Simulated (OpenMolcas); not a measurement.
# CH2NSn (SMILES N#[C][SnH2]): levels of theory compared

We compute a comparison of 4 runs (UHF/3-21G, UBLYP/def2-SVPD, UTPSS/def2-SVPD, ROCCSD(T)/def2-SVPD) of CH2NSn. 

Program for the calculation: OpenMolcas 26.06.

## Step 1: Starting point

The species is CH2NSn (5 atoms), meant as a doublet with charge 0. SMILES: `N#[C][SnH2]`. The shape is that of a PBE0-D4/def2-TZVP optimisation.

Bond lengths: N1–C2 1.154 Å, C2–Sn3 2.115 Å, Sn3–H4 1.710 Å, Sn3–H5 1.710 Å. Angles: N1–C2–Sn3 175.8°, C2–Sn3–H4 105.7°, C2–Sn3–H5 105.7°, H4–Sn3–H5 113.6°.

## Step 2: Energy and forces at UHF/3-21G (run 1)

struct.xyz reads:

```xyz
5

N      0.833800    -1.535700     1.665600
C      0.506000    -0.851500     0.796000
Sn     0.009600     0.331100    -0.886300
H     -1.648500     0.038200    -1.184000
H      0.349000     1.944400    -0.432600
```

run.inp reads:

```
&GATEWAY
  BasLib=$CurrDir
  Coord=struct.xyz
  Basis=3-21G
  Group=NoSym

&SEWARD

&SCF
  UHF
  Spin=2
  Thresholds=1e-10 1e-07 1e-07 1e-05
  PrOrbitals=1 2

&ALASKA
```

The basis set 3-21G is read from a file made from the Basis Set Exchange's data (not shown).

On the command line:

```
export MOLCAS_MEM=1860
pymolcas run.inp > run.log
```

Log:

```text
--- Start Module: gateway ---
[...]
--- Stop Module: gateway /rc=_RC_ALL_IS_WELL_ ---
[...]
      Basis functions           53
[...]
--- Start Module: scf ---
[...]
       Convergence after  23 Iterations
[...]
::    Total SCF energy                              -6089.1982520809
[...]
      Total spin, S                                     0.5202846334
[...]
      Total electronic charge=   65.000000
      Total            charge=   -0.000000
[...]
      Dipole Moment (debye):
      Origin of the operator (angstrom)=    0.1189    0.0674   -0.5072
                   X= -6.1284E-01               Y=  2.0829E+00               Z= -3.6651E+00           Total=  4.2599E+00
      Quadrupole Moment (debye*angstrom):
[...]
--- Stop Module: scf /rc=_RC_ALL_IS_WELL_ ---
[...]
--- Start Module: alaska ---
[...]
 *              Molecular gradients               *
 **************************************************
  Irreducible representation: a
 ------------------------------------------------------------------------------------------
                              X                       Y                       Z
 ------------------------------------------------------------------------------------------
  N1                5.78567635539606E-03   -1.04739097029629E-02    1.13972671265010E-02
  C2               -7.57265144800434E-03    1.26347837493939E-02   -1.21846559886303E-02
  SN3              -3.56095524053657E-03    3.97803893619830E-03   -5.89879094501811E-04
  H4                6.52918329890717E-03    6.10383251845592E-04    2.13621210489379E-03
  H5               -1.18125296574956E-03   -6.74929623444598E-03   -7.58944148233409E-04
 ------------------------------------------------------------------------------------------
--- Stop Module: alaska /rc=_RC_ALL_IS_WELL_ ---
[...]
```

It took 2.8 s on 1 thread of Intel Xeon 6975P-C (Granite Rapids), shared host; peak memory 0.38 GiB.

## Step 3: Energy and gradient at UBLYP/def2-SVPD (core potential) (run 2)

test.input reads:

```
&gateway
 baslib=$CurrDir
 coord
 5
 angstrom
 N        0.833800      -1.535700       1.665600
 C        0.506000      -0.851500       0.796000
 Sn       0.009600       0.331100      -0.886300
 H       -1.648500       0.038200      -1.184000
 H        0.349000       1.944400      -0.432600
 basis=def2-SVPD
 group=NoSym

&seward
 gridinput
 Grid=UltraFine
 End of Grid

&scf
 uhf
 spin=2
 ksdft=BLYP
 thresholds=1e-10 1e-07 1e-07 1e-05
 prorbitals=1

&alaska
```

The basis set def2-SVPD is read from a file made from the Basis Set Exchange's data (not shown).

On the command line:

```
export MOLCAS_MEM=1860
pymolcas test.input > test.log
```

Log:

```text
--- Start Module: gateway ---
[...]
--- Stop Module: gateway /rc=_RC_ALL_IS_WELL_ ---
[...]
      Basis functions           88
[...]
--- Start Module: scf ---
[...]
       Convergence after  22 Iterations
[...]
::    Total KS-DFT energy                            -308.1400133760
[...]
      Total spin, S                                     0.5005351992
[...]
      Total electronic charge=   37.000000
      Total            charge=   -0.000000
[...]
      Dipole Moment (debye):
      Origin of the operator (angstrom)=    0.1189    0.0674   -0.5072
                   X= -9.1566E-01               Y=  2.2823E+00               Z= -3.3659E+00           Total=  4.1685E+00
      Quadrupole Moment (debye*angstrom):
[...]
--- Stop Module: scf /rc=_RC_ALL_IS_WELL_ ---
[...]
--- Start Module: alaska ---
[...]
 *              Molecular gradients               *
 **************************************************
  Irreducible representation: a
 ------------------------------------------------------------------------------------------
                              X                       Y                       Z
 ------------------------------------------------------------------------------------------
  N1               -1.40651313109723E-02    2.90755785205423E-02   -3.65447580067766E-02
  C2                1.14379772266373E-02   -2.23908050892478E-02    2.65480454050389E-02
  SN3              -3.87148844083229E-03   -3.56396243256007E-04    1.12000960661991E-02
  H4                7.76341738699493E-03    1.14421407898435E-03    1.09413598774122E-03
  H5               -1.26477486178200E-03   -7.47259126701127E-03   -2.29751945210321E-03
 ------------------------------------------------------------------------------------------
--- Stop Module: alaska /rc=_RC_ALL_IS_WELL_ ---
[...]
```

It took 33 s on 1 thread of Intel Xeon 6975P-C (Granite Rapids), shared host; peak memory 0.48 GiB.

Run 3 isn't shown in full; the table further down has it.

## Step 4: The energy at ROCCSD(T)/def2-SVPD (core potential) (run 4)

job.inp reads:

```
&GATEWAY
BASLIB=$CurrDir
COORD
5
angstrom
N        0.833800      -1.535700       1.665600
C        0.506000      -0.851500       0.796000
Sn       0.009600       0.331100      -0.886300
H       -1.648500       0.038200      -1.184000
H        0.349000       1.944400      -0.432600
BASIS=def2-SVPD
GROUP=NoSym
&SEWARD
&SCF
UHF
SPIN=2
THRESHOLDS=1e-10 1e-07 1e-07 1e-05
PRORBITALS=1 1
&RASSCF
FILEORB=$Project.UnaOrb
SPIN=2
NACTEL=1 0 0
INACTIVE=18
RAS2=1
OUTORBITALS=Canonical
ORBLISTING=Few
&MOTRA
JOBIPH
FROZEN=6
&CCSDT
CCT
TRIPLES=3
ITERATIONS=80
ACCURACY=1e-08
EXTRAPOLATION=5 4
```

The basis set def2-SVPD is read from a file made from the Basis Set Exchange's data (not shown).

On the command line:

```
export MOLCAS_MEM=1860
pymolcas job.inp > job.log
```

Log:

```text
--- Start Module: gateway ---
[...]
--- Stop Module: gateway /rc=_RC_ALL_IS_WELL_ ---
[...]
      Basis functions           88
[...]
       Convergence after  25 Iterations
[...]
::    Total SCF energy                               -306.7092029714
[...]
      Total spin, S                                     0.5108435235
[...]
      Number of active orbitals                  1
[...]
      Spin quantum number                      0.5
[...]
      Active orbitals                            1
[...]
      Number of CSFs                             1
[...]
      Number of root(s) required                 1
[...]
      Convergence after  9 iterations
[...]
      printout of CI-coefficients larger than  0.05 for root  1
      energy=    -306.707473
      conf/sym  1     Coeff  Weight
             1  u   1.00000 1.00000
      Natural orbitals and occupation numbers for root  1
      sym 1:   1.000000
      ************************************************************************************************************************
      *                                                    Final results                                                     *
[...]
::    RASSCF root number  1 Total energy:   -306.70747332
[...]
      Total electronic charge=   37.000000
      Total            charge=   -0.000000
[...]
      Dipole Moment (debye):
      Origin of the operator (angstrom)=    0.1189    0.0674   -0.5072
                   X= -9.8932E-01               Y=  2.4865E+00               Z= -3.6896E+00           Total=  4.5579E+00
      Quadrupole Moment (debye*angstrom):
[...]
--- Start Module: motra ---
[...]
--- Start Module: ccsdt ---
[...]
      Convergence after                    18  Iterations
      Total energy (diff) :    -307.12342834       0.00000000
[...]
 METHOD                       : CCSD+T(CCSD)+<T3(1)WT1>+<T3(1)UT2> = CCSD(T)
[...]
       CCSD     =      -307.1234283367251
[...]
```

Run time: 58 s. Hardware: 1 thread of Intel Xeon 6975P-C (Granite Rapids), shared host; peak memory 0.48 GiB.

## Step 5: All runs side by side

| run | level | integration grid | task | energy (Eh) | dipole moment (D) | HOMO energy (eV) | LUMO energy (eV) | wall time |
| --- | --- | --- | --- | --- | --- | --- | --- | --- |
| 1 | UHF/3-21G | – | gradient | -6089.198252 | 4.26 | -9.25 | -0.32 | 2.8 s |
| 2 | UBLYP/def2-SVPD (core potential) | UltraFine | gradient | -308.140013 | 4.17 | -5.81 | -4.92 | 33 s |
| 3 | UTPSS/def2-SVPD (core potential) | UltraFine | energy | -308.149939 | 4.14 | -6.10 | -4.80 | 49 s |
| 4 | ROCCSD(T)/def2-SVPD (core potential) | – | energy | -307.141679 | – | – | – | 58 s |

## Step 6: Results

```
             quantity          value
  run 4: total energy  -307.14168 Eh
run 4: (T) correction     -18.25 mEh
```

**Reading.** Over runs 1, 2, 3 the dipole moment (its size) runs from 4.14 D (UTPSS/def2-SVPD) to 4.26 D (UHF/3-21G). The two ends differ in method and basis and core potential. Totals of different functionals can't be ranked against each other. Some runs of one species differ in core potentials or relativity; totals across that change don't compare. In run 1 relativity is left out where basis or elements ask for it. All runs together took 2.4 min, the longest 58 s.
